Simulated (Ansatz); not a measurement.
Ta3N:

```
CELL_PARAMETERS angstrom
3.03222 0.00000 0.00000
-1.51611 2.62598 0.00000
0.00000 0.00000 7.52414
ATOMIC_POSITIONS crystal
Ta 0.66667 0.33333 0.82607
Ta 0.33333 0.66667 0.17393
Ta 0.00000 0.00000 0.50000
N 0.00000 0.00000 0.00000
```

The cell comes from a database or a generator and needn't be the stable form of this composition.

- Program: Ansatz 0.2.0
- Task: relaxation of cell and atoms
- Functional: PBEsol
- Potentials or basis: Ansatz PAW
- Cutoff: 420 eV (not typed: the program's choice for these potentials)
- k mesh: 10 × 10 × 4
- Occupations: fermi-dirac, width 0.05 eV
- Spin: no spin polarisation
- Hubbard terms: Ta d U = 8 eV

At the start: volume 14.98 Å³/atom.

Q: Where does the relaxation end?

A: It ends after 9 steps and the volume is 15.87 Å³/atom (+6.0 %); space group P-3m1 (No. 164, to 0.05 Å).

The path:
| step | energy change (eV) | largest force (eV/Å) | volume (Å³) |
| --- | --- | --- | --- |
| 1 | 0.0000 | 0.7906 | 59.91 |
| 2 | -0.1100 | 0.9734 | 63.78 |
| 3 | -0.1520 | 0.2556 | 63.12 |
| 4 | -0.1553 | 0.0346 | 63.25 |
| 5 | -0.1554 | 0.0024 | 63.38 |
| 6 | -0.1553 | 0.0007 | 63.41 |
| 7 | -0.1617 | 0.0010 | 63.41 |
| 8 | -0.1616 | 0.0008 | 63.48 |
| 9 | -0.1617 | 0.0006 | 63.48 |

Final structure:
```cif
data_structure
_symmetry_space_group_name_H-M 'P 1'
_symmetry_Int_Tables_number 1
_cell_length_a 3.0531
_cell_length_b 3.0531
_cell_length_c 7.8637
_cell_angle_alpha 90.000
_cell_angle_beta 90.000
_cell_angle_gamma 120.000
_cell_volume 63.48
loop_
_atom_site_label
_atom_site_type_symbol
_atom_site_fract_x
_atom_site_fract_y
_atom_site_fract_z
_atom_site_occupancy
Ta1 Ta 0.66667 0.33333 0.83110 1
Ta2 Ta 0.33333 0.66667 0.16890 1
Ta3 Ta 0.00000 0.00000 0.50000 1
N1 N 0.00000 0.00000 0.00000 1
```

Caveat: the plane-wave basis is chosen anew once the cell has moved, so the energies of steps on either side of that aren't comparable; U without spin polarisation on a metal has little footing; the PAW data sets come from PBE, with cores solved anew for the run's functional, which leaves a small shift of forces and pressure.
